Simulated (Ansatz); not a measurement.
# wB97M-V/STO-3G run of SnH4 (SMILES [SnH4])

Aim: the electronic atomisation energy of SnH4 at wB97M-V/STO-3G, from 3 runs. 

The calculation is run with Ansatz 0.2.0.

32 further runs of the same task are left out: 3 that didn't finish, 29 set aside as unsound or not needed.

## 1. The molecule

SnH4: 5 atoms, total charge 0, spin state singlet. SMILES: `[SnH4]`. The shape is that of a PBE0-D4/def2-TZVP optimisation.

Bond lengths: Sn1–H2 1.704 Å, Sn1–H3 1.704 Å, Sn1–H4 1.704 Å, Sn1–H5 1.704 Å. Angles: H2–Sn1–H3 109.5°, H2–Sn1–H4 109.5°, H2–Sn1–H5 109.5°, H3–Sn1–H4 109.5°, H3–Sn1–H5 109.5°, H4–Sn1–H5 109.5°.

## 2. The energy at wB97M-V/STO-3G

Input file job.yaml:

```yaml
crystal:
  periodic: [false, false, false]
  atoms:
    - {symbol: Sn, position_ang: [0.000030, 0.000010, 0.000040]}
    - {symbol: H, position_ang: [0.823920, -0.853480, 1.222940]}
    - {symbol: H, position_ang: [-1.563610, 0.403420, 0.543140]}
    - {symbol: H, position_ang: [-0.116810, -0.974610, -1.392490]}
    - {symbol: H, position_ang: [0.856470, 1.424640, -0.373640]}
basis:
  gaussian:
    orbitals: STO-3G
hamiltonian:
  xc: {name: wB97M-V}
accuracy: high
```

Started as:

```sh
ansatz run job.yaml --threads 1 --pin off --max-ram 3480MiB --events-out events.jsonl --progress --plain --runs-dir runs
```

What it wrote:

```text
Warning: RAYON_NUM_THREADS=1 ignored (pool sized by the plan → 1); use --threads N
Functional definition: wB97M-V
  name "wB97M-V"
  parameter omega = 0.3/bohr
  parameter cx = 0.15
  parameter cx01 = 1.007
  parameter cx10 = 0.259
  parameter css00 = 0.443
  parameter css04 = -1.437
  parameter css10 = -4.535
  parameter css20 = -3.390
  parameter css43 = 4.278
  parameter cos00 = 1.000
  parameter cos10 = 1.358
  parameter cos20 = 2.924
  parameter cos21 = -8.812
  parameter cos60 = -1.390
  parameter cos61 = 9.142
  parameter b = 6.0
  parameter c = 0.01
  gx(w, u) = 1 - cx + cx01*u + cx10*w
  gss(w, u) = css00 + css04*u^4 + css10*w + css20*w^2 + css43*w^4*u^3
  gos(w, u) = cos00 + cos10*w + (cos20 + cos21*u)*w^2 + (cos60 + cos61*u)*w^6
  exchange = spin_sum(e_x_unif_sr(omega)*gx(b97_w, b97_u_x)) + cx*exact_x_sr(omega) + exact_x_lr(omega)
  correlation = spin_sum(e_c_pw_mod_same_spin*gss(b97_w, b97_u_same))
      + integral(e_c_pw_mod_opposite_spin*gos(b97_w_opposite, b97_u_opposite)) + vv10(b, c)
543 factors; integrals over basis functions are off by at most 4.9e-9 eV
124 factors; integrals over basis functions are off by at most 1.1e-9 eV
mean field evaluation 1: about -162392.3049 eV, gradient 5.4e0 eV
mean field evaluation 2: about -162392.4943 eV, gradient 1.2e0 eV
mean field evaluation 4: about -162392.4056 eV, gradient 2.4e-1 eV
mean field evaluation 8: about -162392.4060 eV, gradient 1.9e-5 eV
mean field -162392.40595720 eV, -5967.8108454008 hartree, gradient 1.5e-8 eV, S^2 0.000000; 0 other end points of the search recorded, 0 dependent functions left out
reference -162392.40595970 eV, -5967.8108454929 hartree; 27, 27 occupied and 4, 4 virtual orbitals, 543 factors
Total energy: -162392.40595970 eV, -5967.8108454929 hartree
```

It took 15 s on 1 thread of Arm Neoverse V2, shared host; peak memory 0.27 GiB.

## 3. The H atom, same level

Input file job.yaml:

```yaml
crystal:
  periodic: [false, false, false]
  atoms:
    - {symbol: H, position_ang: [0.000000, 0.000000, 0.000000]}
basis:
  gaussian:
    orbitals: STO-3G
magnetization:
  spin_polarized: true
  initial_magnetization: 1
hamiltonian:
  xc: {name: wB97M-V}
accuracy: high
```

Run the same way, it converges to -0.45654 Eh (log not shown).

## 4. The Sn atom at the same level

Input file run.yaml:

```yaml
basis:
  gaussian: {orbitals: STO-3G}
crystal:
  periodic: [false, false, false]
  atoms:
    - {symbol: Sn, position_ang: [0.000000, 0.000000, 0.000000]}
total_charge: 0
magnetization: {spin_polarized: true, initial_magnetization: 2}
hamiltonian: {xc: {name: wB97M-V}}
accuracy: high
```

Run the same way, it converges to -5965.29345 Eh (log not shown).

## 5. Outcome

At wB97M-V/STO-3G:

| quantity | value |
| --- | --- |
| molecule: total energy | -5967.81085 Eh |
| H atom: total energy | -0.45654 Eh |
| H atom: ⟨S²⟩ | 0.750 |
| Sn atom: total energy | -5965.29345 Eh |
| Sn atom: ⟨S²⟩ | 2.000 |
| electronic atomisation energy | 18.809 eV |

Taking the molecule apart into free atoms costs 18.81 eV (434 kcal/mol), before zero-point energy and without spin-orbit coupling. In a minimal basis such a difference can be off by several eV, whatever the method. Relativity is left out (molecule) although the molecule holds a heavy atom. Relativity is left out (Sn atom) although the molecule holds a heavy atom.
